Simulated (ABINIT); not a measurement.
Crystal: InPd.

```xyz
2
Lattice="3.2719 0.0000 0.0000 0.0000 3.2719 0.0000 0.0000 0.0000 3.2719" Properties=species:S:1:pos:R:3 pbc="T T T"
In    0.0000    0.0000    0.0000
Pd    1.6359    1.6359    1.6359
```

The cell comes from a database or a generator and needn't be the stable form of this composition.

* Program: ABINIT 10.8.3 (patched build)
* Task: relaxation of cell and atoms
* Functional: PBEsol
* Potentials or basis: JTH PAW PBE v2.0
* Cutoff: 599 eV
* k mesh: 6 × 6 × 6
* Occupations: fermi-dirac, width 0.05 eV
* Spin: no spin polarisation

At the start: pressure -2.7 GPa; volume 17.51 Å³/atom.

Question: How do energy, volume and symmetry change on relaxing?

Answer: Over 4 steps the energy falls by 3.1 meV/atom and the volume is 17.15 Å³/atom (-2.1 %); space group Pm-3m (No. 221, to 0.05 Å).

The path:
```
step  energy change (eV)  largest force (eV/Å)  pressure (GPa)  volume (Å³)
   1              0.0000                0.0000           -2.66        35.03
   2             -0.0038                0.0000           -1.67        34.74
   3             -0.0061                0.0000            0.12        34.27
   4             -0.0061                0.0000            0.00        34.30
```

Final structure:
```cif
data_structure
_symmetry_space_group_name_H-M 'P 1'
_symmetry_Int_Tables_number 1
_cell_length_a 3.2492
_cell_length_b 3.2492
_cell_length_c 3.2492
_cell_angle_alpha 90.000
_cell_angle_beta 90.000
_cell_angle_gamma 90.000
_cell_volume 34.30
loop_
_atom_site_label
_atom_site_type_symbol
_atom_site_fract_x
_atom_site_fract_y
_atom_site_fract_z
_atom_site_occupancy
In1 In 0.00000 0.00000 0.00000 1
Pd1 Pd 0.50000 0.50000 0.50000 1
```

Caveat: the PAW data sets were made with another functional, which shifts forces and pressure a little.
